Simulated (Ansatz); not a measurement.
# Ga2BH (triplet): from Hartree-Fock to the top rungs at distance Ga2–Ga3 = 2.856 Å, cc-pVDZ

How much of the correlation energy of Ga2BH (triplet) does each wave-function method recover here?

Method: cc-pVDZ, core rule «outside noble gas», up to 29 orbitals frozen; program: Ansatz 0.2.0, Gaussian basis.

To be run: UHF; CCSD(T) on ROHF; CCSD(T) on UHF; BCCD(T) on ROHF; CISD; CCSDT(Q) on ROHF; CCSDT(Q) on UHF; CASSCF and MRCISD+Q, 4 electrons in 4 orbitals; CASSCF and NEVPT2, 4 electrons in 4 orbitals; CASSCF and NEVPT2, 10 electrons in 10 orbitals.

32 further runs of the same task are left out: 2 for a mislabelled method, 24 that didn't finish, 6 set aside as unsound or not needed.

**1. What is computed**

The geometry derives from a PBE0/def2-TZVP stationary point (not a proven minimum). One bond is set to the value named and the two fragments are kept rigid. No spin-orbit coupling is included. The filled d shell of Ga may be among the frozen orbitals whatever the setting's name suggests; the logs give the count.

4 atoms, charge 0, spin multiplicity 3.

Atoms are counted from 1 here; the program's logs count them from 0.

Bond lengths: B1–Ga2 1.941 Å, B1–H4 1.189 Å. Angles: Ga2–B1–H4 180.0°.

Coordinates:

```xyz
4
charge 0, multiplicity 3
B     0.0000    0.0000    1.3874
Ga    0.0000    0.0000   -0.5536
Ga    0.0000    0.0000   -3.4096
H     0.0000    0.0000    2.5759
```

**2. UHF**

Input file in.yaml:

```yaml
crystal:
  periodic: [false, false, false]
  atoms:
    - {symbol: B, position_ang: [0.000000, 0.000000, 1.387360]}
    - {symbol: Ga, position_ang: [0.000000, 0.000000, -0.553624]}
    - {symbol: Ga, position_ang: [0.000000, 0.000000, -3.409624]}
    - {symbol: H, position_ang: [0.000000, 0.000000, 2.575888]}
basis:
  gaussian: {orbitals: cc-pVDZ}
magnetization: {spin_polarized: true, initial_magnetization: 2}
hamiltonian: {xc: hf}
output: {orbitals: {seedname: orbitals}}
```

On the command line:

```sh
$ ansatz run in.yaml --threads 1 --pin off --events-out ev --progress --plain --max-ram 2393MiB
```

After this run come: CCSD(T) on ROHF; CCSD(T) on UHF; BCCD(T) on ROHF; CISD; CCSDT(Q) on ROHF; CCSDT(Q) on UHF; CASSCF and MRCISD+Q, 4 electrons in 4 orbitals; CASSCF and NEVPT2, 4 electrons in 4 orbitals; CASSCF and NEVPT2, 10 electrons in 10 orbitals.

Before running them: what should the planned runs give, taken together? Wanted: UCCSDT(Q) below the RHF energy; RMP2 from UCCSDT(Q); UMP2 from UCCSDT(Q); RCCSD from UCCSDT(Q); RCCSD(T) from UCCSDT(Q); UCCSD(T) from UCCSDT(Q); RCCSDT(Q) from UCCSDT(Q); T1 diagnostic.

As calculated:

| quantity | value |
| --- | --- |
| UCCSDT(Q) below the RHF energy | -5.5761 eV |
| RMP2 from UCCSDT(Q) | +1390.1 meV |
| UMP2 from UCCSDT(Q) | +1384.9 meV |
| RCCSD from UCCSDT(Q) | +298.5 meV |
| RCCSD(T) from UCCSDT(Q) | +80.5 meV |
| UCCSD(T) from UCCSDT(Q) | +77.6 meV |
| RCCSDT(Q) from UCCSDT(Q) | +4.7 meV |
| levels within 1 kcal/mol (43 meV) | RCCSDT, UCCSDT, RCCSDT(Q) |
| T1 diagnostic | 0.030 |

In words: RCCSD(T) misses by +80.5 meV, 1.4 % of the correlation energy. These misses are within one basis, not against nature; the frozen cores of restricted and unrestricted runs differ, which can shift their rows.
